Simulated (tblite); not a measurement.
# C5H12O2Si: the cost of one run

Programs: tblite 0.8.0 and PySCF 2.14.0, with density-fitted response routines of our own. Each step states its level of theory. These are calculated values for one molecule, in the gas phase or a continuum, unless marked as measured. Atoms are numbered from 0 throughout.

## (1) Starting geometry

20 atoms, charge 0, multiplicity 1; geometry from: force field or distance geometry start.

Bonds of the start (Å): C0–C1 1.52, C1–O2 1.39, O2–C3 1.41, C3–C4 1.45, C4–C5 1.47, C5–Si6 1.87, Si6–O7 1.72, O7–C3 1.36, C0–H8 1.12, C0–H9 1.08, C0–H10 1.10, C1–H11 1.12, C1–H12 1.09, C3–H13 1.13, C4–H14 1.14, C4–H15 1.10, C5–H16 1.10, C5–H17 1.10, Si6–H18 1.47, Si6–H19 1.46.

## (2) Optimising the geometry with GFN2-xTB

Job settings and geometry (Å):

```
{"job": {"kind": "relax", "xc": "GFN2-xTB", "basis": "xTB"}, "charge": 0, "multiplicity": 1}
C      3.145300     0.658800     0.268100
C      1.991400    -0.327300     0.278800
O      0.803100     0.400600     0.235400
C     -0.272200    -0.510700     0.241500
C     -1.012700    -0.457500    -1.009700
C     -2.325700     0.199700    -0.909000
Si    -2.532000     0.340500     0.945900
O     -1.008900    -0.340200     1.366500
H      2.852900     1.498800    -0.412000
H      4.021000     0.170600    -0.145200
H      3.283800     1.056600     1.287300
H      2.038600    -0.886100     1.250100
H      2.057700    -0.981700    -0.592800
H      0.219400    -1.525500     0.300800
H     -0.407900     0.154200    -1.754100
H     -1.127700    -1.447900    -1.485000
H     -3.143300    -0.407200    -1.313000
H     -2.333500     1.186300    -1.395200
H     -2.627100     1.730100     1.406600
H     -3.627500    -0.501600     1.431900
```

Command:

```sh
$ OMP_NUM_THREADS=1 python probes_run.py task.json out
```

This one command runs all jobs of the session in turn.

Q: Estimate the wall time and peak memory of this first job on 1 thread of Arm Neoverse N1, shared host.

About 2.2 s, with a peak of 0.18 GiB.
